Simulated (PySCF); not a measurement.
# HLuO2 (Lu(O)(OH)): the cost of one run

Method: several levels, as the steps say, no spin–orbit coupling; program: PySCF 2.14.0.

1 further run of the same task is left out (for a known fault of the program).

### Step 1. The system as given

4 atoms, charge 0, spin multiplicity 1.

Bond lengths: Lu1–O2 1.799 Å, Lu1–O3 1.983 Å, Lu1–H4 2.726 Å, O3–H4 0.960 Å. Angles: O2–Lu1–O3 110.5°, O2–Lu1–H4 95.5°, O3–Lu1–H4 15.0°, Lu1–O3–H4 132.6°, Lu1–H4–O3 32.4°.

As a file:

| atom | x (Å) | y (Å) | z (Å) |
| --- | --- | --- | --- |
| Lu1 | -0.04161 | -0.04763 | -0.41463 |
| O2 | 1.15080 | 0.03565 | 0.92939 |
| O3 | -1.89303 | 0.01800 | 0.29336 |
| H4 | -2.24674 | 0.08283 | 1.18312 |

Formal oxidation states: Lu +3. An earlier session relaxed this geometry at PBE0, Lu def2-SVP with ECP28, O def2-SVP, H def2-SVP (singlet, point group Cs).

At PBE0 on the finer grid: E = -1386.938725 Eh, HOMO -6.18 eV, LUMO -2.34 eV, Mulliken charge on Lu1 +0.92 e, largest force component 0.006 eV/Å. 

Levels to run: PBE; M06-L; PBE0, TZVP. Hardware: 2 threads of AMD EPYC 7R43 (Zen 3), shared host.

### Step 2. PBE

Input file run.py (the lines that set the calculation):

```python
mol = gto.M(atom='''
Lu    -0.04161    -0.04763    -0.41463
O      1.15080     0.03565     0.92939
O     -1.89303     0.01800     0.29336
H     -2.24674     0.08283     1.18312''',
    basis={'Lu': 'def2-SVP', 'O': 'def2-SVP', 'H': 'def2-SVP'},
    ecp={'Lu': 'def2-SVP'},
    charge=0, spin=0)
mf = dft.RKS(mol, xc='PBE')
mf.grids.atom_grid = (75, 302)  # f atoms: unpruned, at least (60, 302)
mf = mf.density_fit()  # fitting sets: Lu def2-universal-JKFIT, O def2-universal-JKFIT, H def2-universal-JKFIT
mf.conv_tol = 1e-08; mf.max_cycle = 55
mf.kernel(dm0)  # dm0: the density of the relaxed state
```

Started as:

```bash
> OMP_NUM_THREADS=2 python run.py
```

**Question.** How long does this run take on 2 threads of AMD EPYC 7R43 (Zen 3), shared host?

About 8.3 s.
